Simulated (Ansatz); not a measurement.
# AlH7O2Si: the cost of one run

All numbers below are computed with Ansatz 0.2.0 (RKS BHLYP-D4/def2-SVP).

### Step 1. The system as given

Bond lengths: Al1–Si2 2.706 Å, Al1–O3 1.640 Å, Al1–O4 1.640 Å, Al1–H5 1.690 Å, Si2–H7 1.483 Å, Si2–H8 1.484 Å, Si2–H9 1.471 Å, O3–H10 0.945 Å, O4–H11 0.945 Å. Angles: Al1–Si2–H7 109.7°, Al1–Si2–H8 109.4°, Al1–Si2–H9 125.8°, H7–Si2–H8 102.5°, H7–Si2–H9 103.5°, H8–Si2–H9 103.5°, Si2–Al1–O3 115.7°, Si2–Al1–O4 115.4°, Si2–Al1–H5 43.5°, O3–Al1–O4 127.8°, O3–Al1–H5 112.6°, O4–Al1–H5 111.2°, Al1–O3–H10 174.9°, Al1–O4–H11 176.6°.

Structure file:

```xyz
11

Al   -0.9952    0.1857   -0.1217
Si    1.4588   -0.9458    0.0124
O    -1.4820    0.6534   -1.6163
O    -1.9052    0.0552    1.2366
H     0.5736    0.6984    0.2414
H     0.3032    1.6212    0.4161
H     2.3970   -0.2098   -0.8696
H     2.0346   -0.7134    1.3608
H     1.7722   -2.3579   -0.2563
H    -1.7645    1.0012   -2.4484
H    -2.3924    0.0118    2.0450
```

### Step 2. A restrained relaxation towards end A

Springs on the bonds that form and break draw the guess towards this end; the thresholds are loose.

File input.yaml:

```yaml
crystal:
  periodic: [false, false, false]
  atoms:
    - { symbol: Al, position_ang: [-0.9952, 0.1857, -0.1217] }
    - { symbol: Si, position_ang: [1.4588, -0.9458, 0.0124] }
    - { symbol: O, position_ang: [-1.482, 0.6534, -1.6163] }
    - { symbol: O, position_ang: [-1.9052, 0.0552, 1.2366] }
    - { symbol: H, position_ang: [0.5736, 0.6984, 0.2414] }
    - { symbol: H, position_ang: [0.3032, 1.6212, 0.4161] }
    - { symbol: H, position_ang: [2.397, -0.2098, -0.8696] }
    - { symbol: H, position_ang: [2.0346, -0.7134, 1.3608] }
    - { symbol: H, position_ang: [1.7722, -2.3579, -0.2563] }
    - { symbol: H, position_ang: [-1.7645, 1.0012, -2.4484] }
    - { symbol: H, position_ang: [-2.3924, 0.0118, 2.045] }
basis:
  gaussian: { orbitals: def2-SVP }
hamiltonian:
  xc: { name: BHLYP }
  dispersion: d4
relax:
  f_tol: 0.15
  max_steps: 25
  restrain:
    - { distance: [0, 5], at: 2.82, k: 30.0 }
    - { distance: [4, 1], at: 2.72, k: 30.0 }
    - { distance: [0, 1], at: 2.32, k: 30.0 }
    - { distance: [4, 5], at: 0.62, k: 30.0 }
```

Command:

```sh
> ansatz run input.yaml --threads 2 --pin off --max-ram 3072MiB --backend cpu --events-out ev --progress --plain --runs-dir out
```

What time and memory should one allow on 2 threads of Arm Neoverse N1, shared host?

About 56 s, with a peak of 0.2 GiB.
